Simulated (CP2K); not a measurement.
BiTe under changes of volume

One of the cells (33.725 Å³/atom); the others are scaled copies at fixed shape and fractional positions:

```
Bi Te
1.0
     4.33941    0.00000    0.00000
     1.63419    4.01993    0.00000
     1.63419    1.09973    3.86658
Bi Te
1 1
Cartesian
  3.8039 2.5598 1.9333
  0.0000 0.0000 0.0000
```

The cell comes from a database or a generator and needn't be the stable form of this composition.

* Program: CP2K 2026.2
* Functional: PBEsol
* Potentials or basis: POTENTIAL_UZH Bi GTH-PBE-q5, Te GTH-PBE-q6; TZVP-MOLOPT-PBE-GTH basis
* Density cutoff: 6123 eV
* k mesh: 7 × 7 × 7
* Occupations: fermi-dirac, width 0.05 eV
* Spin: no spin polarisation

```tsv
volume (Å³/atom)	energy over the lowest point (meV/atom)	pressure (GPa)
31.701	?	?
32.376	5.10	1.8
33.050	0.19	0.6
33.725	0.00	-0.5
34.399	4.03	-1.4
35.074	11.83	-2.3
35.748	23.02	-3.0
```

Question: What does the run at 31.701 Å³/atom give?

Answer: Energy over the lowest point 15.28 meV/atom; pressure 3.1 GPa.

Worked out: A Birch-Murnaghan fit of order 3 (a polynomial in V^(-2/3)) to the other rows has its minimum at 33.41 Å³/atom with B0 = V·E''(V) = 52 GPa and B' = 4.5 at fixed shape and positions, which overstates the stiffness. It gives 15.29 meV/atom at 31.701 Å³/atom, against the run's 15.28, and -dE/dV = 3.1 GPa, against 3.1.

Energies are extrapolated to zero smearing.

Caveats: with these potentials and basis sets, volumes of gold and of layered tellurides can stand 1.5 % and more from those of plane-wave programs; the potentials were made for another functional, which shifts forces and pressure; the basis of atomic orbitals isn't converged, which shifts pressures, moduli and gaps.
